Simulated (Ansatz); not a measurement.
# One shape, several levels: GaHCl (SMILES [Cl][GaH])

Aim: a comparison of 6 runs (UHF/STO-3G, U-revPBE/STO-3G, UBHLYP/STO-3G, UBLYP/STO-3G, UCCSD/STO-3G, UCCSD(T)/STO-3G) of GaHCl. 

Program for the calculation: Ansatz 0.2.0.

99 further runs of the same task are left out: 46 that didn't finish, 53 set aside as unsound or not needed.

### Step 1. The structure to begin with

The species is GaHCl (3 atoms), meant as a doublet with charge 0. As SMILES, `[Cl][GaH]`. The H3–Ga2 distance was set to 2.405 Å, away from the relaxed value. At this shape a bond of the SMILES string is far longer than usual.

Bond lengths: Cl1–Ga2 2.168 Å.

### Step 2. A single-point energy at UHF/STO-3G (run 1)

Input file molecule.yaml:

```yaml
crystal:
  periodic: [false, false, false]
  atoms:
    - {symbol: Cl, position_ang: [1.970422, -0.838082, 0.982459]}
    - {symbol: Ga, position_ang: [0.108622, -1.230282, -0.056041]}
    - {symbol: H, position_ang: [-1.210500, 0.710000, -0.586300]}
basis:
  gaussian:
    orbitals: STO-3G
magnetization:
  spin_polarized: true
  initial_magnetization: 1
hamiltonian:
  xc: hf
accuracy: high
```

Command:

```
$ ansatz run molecule.yaml --threads 1 --pin off --max-ram 2610MiB --events-out events.jsonl --progress --plain --runs-dir runs
```

Log:

```text
Warning: RAYON_NUM_THREADS=1 ignored (pool sized by the plan → 1); use --threads N
Functional definition: HF
  name "HF"
  exchange = exact_x
  correlation = 0
395 factors; integrals over basis functions are off by at most 6.2e-9 eV
mean field evaluation 1: about -64106.2500 eV, gradient 1.2e1 eV
mean field evaluation 2: about -64106.2840 eV, gradient 1.2e1 eV
mean field evaluation 4: about -64109.2550 eV, gradient 4.3e0 eV
mean field evaluation 8: about -64111.8772 eV, gradient 1.1e0 eV
mean field evaluation 16: about -64112.0936 eV, gradient 1.9e-1 eV
mean field evaluation 32: about -64111.6393 eV, gradient 3.2e0 eV
mean field evaluation 64: about -64111.9283 eV, gradient 4.0e-1 eV
mean field evaluation 96: about -64112.1060 eV, gradient 2.6e-1 eV
mean field evaluation 128: about -64112.1815 eV, gradient 3.0e-2 eV
mean field evaluation 160: about -64111.9709 eV, gradient 2.6e-1 eV
mean field evaluation 192: about -64112.1773 eV, gradient 9.7e-2 eV
mean field evaluation 224: about -64111.1726 eV, gradient 5.4e0 eV
mean field evaluation 256: about -64111.7669 eV, gradient 2.6e0 eV
mean field evaluation 288: about -64110.9048 eV, gradient 7.5e-2 eV
mean field evaluation 320: about -64112.0365 eV, gradient 1.8e-4 eV
mean field evaluation 352: about -64112.1921 eV, gradient 8.7e-2 eV
mean field evaluation 384: about -64111.8620 eV, gradient 6.2e-1 eV
mean field evaluation 416: about -64111.9521 eV, gradient 3.6e-5 eV
mean field evaluation 448: about -64111.7084 eV, gradient 4.7e-1 eV
mean field evaluation 480: about -64110.8634 eV, gradient 3.7e-2 eV
mean field -64112.19640487 eV, -2356.0797610714 hartree, gradient 1.6e-8 eV, S^2 1.475196; 14 other end points of the search recorded, 0 dependent functions left out
reference -64112.19640487 eV, -2356.0797610714 hartree; 25, 24 occupied and 3, 4 virtual orbitals, 395 factors
Total energy: -64112.19640487 eV, -2356.0797610714 hartree
```

Wall time 3 s (1 thread of Arm Neoverse V1, shared host); peak memory 0.094 GiB.

### Step 3. The energy at U-revPBE/STO-3G (run 2)

Input file input.yaml:

```yaml
crystal:
  periodic: [false, false, false]
  atoms:
    - {symbol: Cl, position_ang: [1.970422, -0.838082, 0.982459]}
    - {symbol: Ga, position_ang: [0.108622, -1.230282, -0.056041]}
    - {symbol: H, position_ang: [-1.210500, 0.710000, -0.586300]}
basis:
  gaussian: {orbitals: STO-3G}
magnetization: {spin_polarized: true, initial_magnetization: 1}
hamiltonian: {xc: {name: revPBE}}
accuracy: high
```

Command:

```
$ ansatz run input.yaml --threads 1 --pin off --max-ram 2610MiB --events-out events.jsonl --progress --plain --runs-dir runs
```

Log:

```text
Warning: RAYON_NUM_THREADS=1 ignored (pool sized by the plan → 1); use --threads N
Functional definition: revPBE
  name "revPBE"
  parameter kappa = 1.245
  parameter beta = 0.06672455060314922
  exchange = pbe_x(kappa = kappa, mu = beta*pi^2/3)
  correlation = pbe_c(beta = beta)
395 factors; integrals over basis functions are off by at most 6.2e-9 eV
mean field evaluation 1: about -63696.5301 eV, gradient 5.1e1 eV
mean field evaluation 2: about -63999.9563 eV, gradient 4.9e1 eV
mean field evaluation 4: about -64148.2274 eV, gradient 2.0e1 eV
mean field evaluation 8: about -64148.2278 eV, gradient 2.0e1 eV
mean field evaluation 16: about -64156.3826 eV, gradient 1.4e-2 eV
mean field evaluation 32: about -64146.1361 eV, gradient 2.6e1 eV
mean field evaluation 64: about -64156.2631 eV, gradient 2.6e0 eV
mean field evaluation 96: about -64156.3793 eV, gradient 1.6e-8 eV
mean field evaluation 128: about -64096.5352 eV, gradient 4.8e1 eV
mean field evaluation 160: about -64156.0163 eV, gradient 3.1e0 eV
mean field evaluation 192: about -64156.3793 eV, gradient 2.8e-8 eV
mean field -64156.37934374 eV, -2357.7034541268 hartree, gradient 2.8e-8 eV, S^2 0.758412; 11 other end points of the search recorded, 0 dependent functions left out
reference -64156.37934597 eV, -2357.7034542087 hartree; 25, 24 occupied and 3, 4 virtual orbitals, 395 factors
Total energy: -64156.37934597 eV, -2357.7034542087 hartree
```

It took 11 s on 1 thread of Arm Neoverse V1, shared host; peak memory 0.12 GiB.

Runs 3 to 4 aren't shown in full; the table further down has their settings and results.

### Step 4. A single-point energy at UCCSD/STO-3G (run 5)

Input file molecule.yaml:

```yaml
basis:
  gaussian: {orbitals: STO-3G}
crystal:
  periodic: [false, false, false]
  atoms:
    - symbol: Cl
      position_ang: [1.970422, -0.838082, 0.982459]
    - symbol: Ga
      position_ang: [0.108622, -1.230282, -0.056041]
    - symbol: H
      position_ang: [-1.210500, 0.710000, -0.586300]
magnetization: {spin_polarized: true, initial_magnetization: 1}
correlation: {method: ccsd, frozen_orbitals: {Cl: 5, Ga: 9, H: 0}}
accuracy: high
scf: {omitted_lower_state_checks: [cluster_reference, increment]}
```

Command:

```
$ ansatz run molecule.yaml --threads 1 --pin off --max-ram 2610MiB --events-out events.jsonl --progress --plain --runs-dir runs
```

Log:

```text
Warning: RAYON_NUM_THREADS=1 ignored (pool sized by the plan → 1); use --threads N
[... 22 lines left out ...]
14 core orbitals not correlated: weight in the atoms' cores, before any rotation towards them, 0.999 or more for the frozen orbitals, at most 0.001 for the correlated occupied ones
[... 151 lines left out ...]
Total energy: -64113.82681989 eV, -2356.1396777184 hartree
Checks for a lower state left out: cluster_reference, increment
```

Run time: 4.8 s. Hardware: 1 thread of Arm Neoverse V1, shared host; peak memory 0.099 GiB.

### Step 5. The energy at UCCSD(T)/STO-3G (run 6)

input.yaml, as its differences from that of step 3:

```diff
@@ -8,4 +8,5 @@
   gaussian: {orbitals: STO-3G}
+scf: {omitted_lower_state_checks: [cluster_reference, increment]}
+accuracy: high
 magnetization: {spin_polarized: true, initial_magnetization: 1}
-hamiltonian: {xc: {name: revPBE}}
-accuracy: high
+correlation: {method: ccsd_t, frozen_orbitals: {Cl: 5, Ga: 9, H: 0}}
```

Command:

```
$ ansatz run input.yaml --threads 1 --pin off --max-ram 2610MiB --events-out events.jsonl --progress --plain --runs-dir runs
```

Log:

```text
Warning: RAYON_NUM_THREADS=1 ignored (pool sized by the plan → 1); use --threads N
[... 22 lines left out ...]
14 core orbitals not correlated: weight in the atoms' cores, before any rotation towards them, 0.999 or more for the frozen orbitals, at most 0.001 for the correlated occupied ones
[... 152 lines left out ...]
Total energy: -64113.89047285 eV, -2356.1420169214 hartree
Checks for a lower state left out: cluster_reference, increment
```

Run time: 4.5 s. Hardware: 1 thread of Arm Neoverse V1, shared host; peak memory 0.1 GiB.

### Step 6. All runs side by side

| run | level | frozen core orbitals | energy (Eh) | ⟨S²⟩ | wall time |
| --- | --- | --- | --- | --- | --- |
| 1 | UHF/STO-3G | – | -2356.079761 | 1.475 | 3 s |
| 2 | U-revPBE/STO-3G | – | -2357.703454 | 0.758 | 11 s |
| 3 | UBHLYP/STO-3G | – | -2358.010766 | 1.178 | 21 s |
| 4 | UBLYP/STO-3G | – | -2357.816820 | 0.766 | 11 s |
| 5 | UCCSD/STO-3G | 14 | -2356.139678 | 1.475 | 4.8 s |
| 6 | UCCSD(T)/STO-3G | 14 | -2356.142017 | 1.475 | 4.5 s |

### Step 7. Results

| quantity | value |
| --- | --- |
| run 6: total energy | -2356.14202 Eh |
| run 6: correlation energy (14 core orbitals frozen) | -62.3 mEh |
| run 6: (T) correction | -2.34 mEh |
| run 6: ⟨S²⟩ of the reference determinant | 1.475 |
| run 6: T1 diagnostic | 0.062 |

**Reading.** Below the UHF energy at the same shape and in the same basis (STO-3G): UCCSD -59.9 mEh; UCCSD(T) -62.3 mEh. Totals of different functionals can't be ranked against each other. In runs 1, 2, 3, 4, 5, 6 the basis is minimal, so the values are rough. Spin contamination of the reference: run 1 ⟨S²⟩ = 1.48, run 5 ⟨S²⟩ = 1.48, run 6 ⟨S²⟩ = 1.48, run 3 ⟨S²⟩ = 1.18. Where it is this large, the reference is a mixture of spin states, and values that rest on it are in doubt. All runs together took 55 s, the longest 21 s.
